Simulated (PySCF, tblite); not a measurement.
# C6H7BF2: geometry, infrared bands and NMR shifts

Wanted: the infrared bands and NMR shifts of C6H7BF2 (`CB(C)C#C/C(F)=C\F`), by calculation.

Programs: tblite 0.8.0 and PySCF 2.14.0, with density-fitted response routines of our own. Each step states its level of theory. These are calculated values for one molecule in the gas phase, unless marked as measured. Atoms are numbered from 0 throughout.

### 1 The starting structure

16 atoms, charge 0, multiplicity 1; geometry from: force field or distance geometry start.

Bonds of the start (Å): C0–B1 1.57, B1–C2 1.57, B1–C3 1.55, C3–C4 1.22, C4–C5 1.41, C5–F6 1.35, C5–C7 1.32, C7–F8 1.36, C0–H9 1.12, C0–H10 1.11, C0–H11 1.09, C2–H12 1.11, C2–H13 1.12, C2–H14 1.11, C7–H15 1.09.

### 2 Relaxing the molecule with GFN2-xTB

The job: settings as JSON, then the geometry in Å.

```
{"job": {"kind": "relax", "xc": "GFN2-xTB", "basis": "xTB"}, "charge": 0, "multiplicity": 1}
C     -1.970100     1.412000    -0.229600
B     -1.372800    -0.029100    -0.045100
C     -2.196900    -1.312400     0.321800
C      0.172800    -0.086900     0.074600
C      1.387300    -0.154100     0.196600
C      2.790500    -0.196900     0.310800
F      3.346600    -0.501300     1.508000
C      3.551000     0.068500    -0.735300
F      3.055100     0.374100    -1.960200
H     -3.040500     1.381300    -0.554200
H     -1.413100     1.867700    -1.068700
H     -1.886500     2.004800     0.683200
H     -1.670300    -1.830900     1.146200
H     -3.249100    -1.048800     0.586000
H     -2.145600    -1.969100    -0.576700
H      4.634200     0.030000    -0.627500
```

The run is started by

```sh
OMP_NUM_THREADS=1 python probes_run.py task.json out
```

This one command runs all jobs of the session in turn.

**Question.** This job is followed by: GFN2-xTB harmonic vibrations, gas phase; GIAO PBE0/pcSseg-1 NMR shielding, non-relativistic, gas phase. What will the session give for the following? strongest single infrared mode (GFN2-xTB); zero-point energy (GFN2-xTB); ¹³C shifts against TMS (PBE0/pcSseg-1, means over atoms taken as alike); ¹H shifts against TMS (PBE0/pcSseg-1, means over atoms taken as alike); ¹¹B shifts against BF3·OEt2 (PBE0/pcSseg-1); ¹⁹F shifts against CFCl3 (PBE0/pcSseg-1).

The runs gave:

| quantity | value |
| --- | --- |
| strongest single infrared mode (GFN2-xTB) | 1142 cm⁻¹, 305 km/mol |
| zero-point energy (GFN2-xTB) | 70.1 kcal/mol |
| ¹³C shifts against TMS (PBE0/pcSseg-1, means over atoms taken as alike) | 164.2, 147.1, 126.6, 118.9, 15.9 ppm |
| ¹H shifts against TMS (PBE0/pcSseg-1, means over atoms taken as alike) | 7.91, 1.06 ppm |
| ¹¹B shifts against BF3·OEt2 (PBE0/pcSseg-1) | 71.1 ppm |
| ¹⁹F shifts against CFCl3 (PBE0/pcSseg-1) | -148.2, -163.3 ppm |

**Reading.** Over 122 steps the energy fell by 0.302 eV; of the close pairs, B1–C3 changed most, 1.551 to 1.508 Å. No mode is imaginary among the 42: a minimum at this level. The strongest single mode, at 1142 cm⁻¹, moves mainly B1. GFN2-xTB is a fitted tight-binding method: band positions and strengths are rough. Its intensities can rank the bands wrongly. The most deshielded hydrogen is H15 (hydrogen on an alkene CH), at 7.91 ppm: olefinic region. At PBE0/pcSseg-1: The largest span, 248 ppm, is at C3, where the paramagnetic term is -197 ppm.
